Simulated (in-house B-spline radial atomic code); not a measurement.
# Ho⁵⁷⁺: excited configurations

Wanted: excitation energies of Ho⁵⁷⁺ as differences of total energies (ΔSCF).

The numbers are computed with in-house B-spline radial atomic code version 1 (Dirac-Hartree-Fock, average of configuration, Fermi nucleus, basis-set limit), except any that are marked as measured or tabulated.

## 1. Starting point

```
element       : holmium (Z = 67)
charge        : +57
electrons     : 10
configuration : [He] 2s2 2p6
Hamiltonian   : Dirac-Coulomb
nucleus       : Fermi, rms radius 5.202 fm
```

The outer shells:

[He] 2s2 2p6
```
[He] core
2s [↑↓]
2p [↑↓][↑↓][↑↓]
```

The run's settings:

```ini
Z = 67
electrons = 10.0
configuration = [He] 2s2 2p6
hamiltonian = dirac
method = hf
spin_polarised = False
nucleus = fermi
rms_radius = 5.2022
mass_number = 165
atomic_mass = 164.930329116
speed_of_light = 137.035999084
```

The reference is known from an earlier run: -8893.872936 hartree in all. Up to eight levels, counted from the top:

```
orbital  occupation  energy (eV)  <r> (bohr)
  1s1/2           2     -60607.3     0.02071
  2s1/2           2     -13823.2     0.08591
  2p1/2           2     -13410.2     0.07156
  2p3/2           4     -12517.5     0.07832
```

## 2. Configuration [He] 2s1 2p6 4d1

The run's settings:

```ini
Z = 67
electrons = 10.0
configuration = [He] 2s1 2p6 4d1
hamiltonian = dirac
method = hf
spin_polarised = False
nucleus = fermi
rms_radius = 5.2022
mass_number = 165
atomic_mass = 164.930329116
speed_of_light = 137.035999084
```

## 3. Configuration [He] 2s2 2p5 3p1

The settings differ from step 2 so:

```diff
@@ -2,3 +2,3 @@
 electrons = 10.0
-configuration = [He] 2s1 2p6 4d1
+configuration = [He] 2s2 2p5 3p1
 hamiltonian = dirac
```

## 4. Configuration [He] 2s1 2p6 5d1

The settings differ from step 3 so:

```diff
@@ -2,3 +2,3 @@
 electrons = 10.0
-configuration = [He] 2s2 2p5 3p1
+configuration = [He] 2s1 2p6 5d1
 hamiltonian = dirac
```

## 5. Run with [He] 2s2 2p5 4s1

The settings differ from step 4 so:

```diff
@@ -2,3 +2,3 @@
 electrons = 10.0
-configuration = [He] 2s1 2p6 5d1
+configuration = [He] 2s2 2p5 4s1
 hamiltonian = dirac
```

## 6. [He] 2s2 2p5 3d1

The settings differ from step 5 so:

```diff
@@ -2,3 +2,3 @@
 electrons = 10.0
-configuration = [He] 2s2 2p5 4s1
+configuration = [He] 2s2 2p5 3d1
 hamiltonian = dirac
```

How far above the reference does each configuration lie (order and size, in eV)?

**Answer**, as computed:

| net move | configuration | energy above the reference (eV) | with Breit, QED, recoil (eV) | largest <r> (bohr) |
| --- | --- | --- | --- | --- |
| 2p → 3p | [He] 2s2 2p5 3p1 | 7331.71 | 7314.99 | 0.202 |
| 2p → 3d | [He] 2s2 2p5 3d1 | 7597.74 | 7577.67 | 0.175 |
| 2p → 4s | [He] 2s2 2p5 4s1 | 9663.07 | 9644.04 | 0.375 |
| 2s → 4d | [He] 2s1 2p6 4d1 | 10898.2 | 10869.2 | 0.354 |
| 2s → 5d | [He] 2s1 2p6 5d1 | 11955.7 | 11926.2 | 0.584 |

Quantum defects of the promoted electron, δ = n − ζ/√(−2ε) with ζ = 58 and ε its orbital energy in hartree:

| promotion | δ |
| --- | --- |
| 2p → 3p | 0.110 |
| 2p → 3d | 0.037 |
| 2p → 4s | 0.187 |
| 2s → 4d | 0.043 |
| 2s → 5d | 0.046 |

What this shows: The energies run from 7331.71 eV (2p → 3p) to 11955.7 eV (2s → 5d). Of those tabulated, the defect is largest for 4s (0.19) and least for 3d (0.04); at this charge much of the defect is relativistic. Two partly filled shells share a symmetry and can mix in the average, which may lower the energy, for: 2p → 3p. These are averages over configurations, without correlation, not spectroscopic levels.
